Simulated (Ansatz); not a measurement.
This script for the Ansatz DFT code, driven from Python starts 3 runs on Na, space group I-43d. What input does the engine get in each?

Script `na.py`:
```python
"""Editing single keys of the input for Na."""

import ansatz as az

lattice = az.Lattice.of(
    (-4.233013, 4.233013, 4.233013),
    (4.233013, -4.233013, 4.233013),
    (4.233013, 4.233013, -4.233013),
)
sites = [
    ("Na", (0.5, 0.0, 0.45133)),
    ("Na", (0.45133, 0.5, 0.0)),
    ("Na", (0.0, 0.95133, 0.5)),
    ("Na", (0.95133, 0.5, 0.0)),
    ("Na", (0.0, 0.45133, 0.5)),
    ("Na", (0.5, 0.0, 0.95133)),
    ("Na", (0.54867, 0.54867, 0.54867)),
    ("Na", (0.04867, 0.04867, 0.04867)),
]
na = az.Crystal(lattice=lattice)
for symbol, position in sites:
    na = na.atom(symbol, position)

job = (
    na.calculation()
    .functional("pbesol")
    .kpoints(5, 5, 5)
    .occupations("fermi_dirac", width=100 * az.meV)
    .band_table()
)
typed = job.input()
rows = []
for value in [0.0001, 1e-06, 1e-08]:
    edited = typed.set(az.key.scf.convergence.dr2_threshold, value)
    r = az.Session.from_dict(edited).plan().execute().report
    rows.append((value, r["free_energy_ev"], r["n_iterations"], len(r["eigenvalues_ev"][0]) if "eigenvalues_ev" in r else 0))
print("  threshold eV            F eV      iterations    bands listed")
for row in rows:
    print(f"{str(row[0]):>14s}  {row[1]:14.5f}  {row[2]:14d}  {row[3]:14d}")
```

Run 1:
```yaml
crystal:
  lattice:
    - [-4.233013, 4.233013, 4.233013]
    - [4.233013, -4.233013, 4.233013]
    - [4.233013, 4.233013, -4.233013]
  atoms:
    - { symbol: Na, position: [0.5, 0.0, 0.45133] }
    - { symbol: Na, position: [0.45133, 0.5, 0.0] }
    - { symbol: Na, position: [0.0, 0.95133, 0.5] }
    - { symbol: Na, position: [0.95133, 0.5, 0.0] }
    - { symbol: Na, position: [0.0, 0.45133, 0.5] }
    - { symbol: Na, position: [0.5, 0.0, 0.95133] }
    - { symbol: Na, position: [0.54867, 0.54867, 0.54867] }
    - { symbol: Na, position: [0.04867, 0.04867, 0.04867] }
kpoints:
  mp_grid:
    grid: [5, 5, 5]
hamiltonian:
  xc: pbesol
scf:
  occupations:
    method: fermi_dirac
    width: 0.1
  convergence:
    dr2_threshold: 0.0001
output:
  eigenvalues: true
```

Run 2, against run 1:
```diff
-    dr2_threshold: 0.0001
+    dr2_threshold: 1.0e-06
```

Run 3, against run 1:
```diff
-    dr2_threshold: 0.0001
+    dr2_threshold: 1.0e-08
```

```console
$ python na.py
DeckWarning: basis.ecutwfc = 420 eV, auto-derived from the records' recommended cutoffs: set by Na (normal level)
  threshold eV            F eV      iterations    bands listed
        0.0001    -11806.94024               6              44
         1e-06    -11806.94024               6              44
         1e-08    -11806.94024               7              44
```
(Warnings from the package without file and line, repeats left out.)

Caveats:
- Absolute energies stand on the zero of these potentials, so only differences at equal settings mean something. A total without «per atom» is that of the whole cell that was run.
- For a metal this k-point mesh is coarse: on a finer one energies can move by several to tens of meV an atom and pressures by half a GPa or more, differences at one mesh by less.
- This isn't the structure that Na takes at ambient conditions.
- Wall time of the script: 22 s on 1 thread of Arm Neoverse V2, with other jobs on the host, peak memory 0.47 GiB.
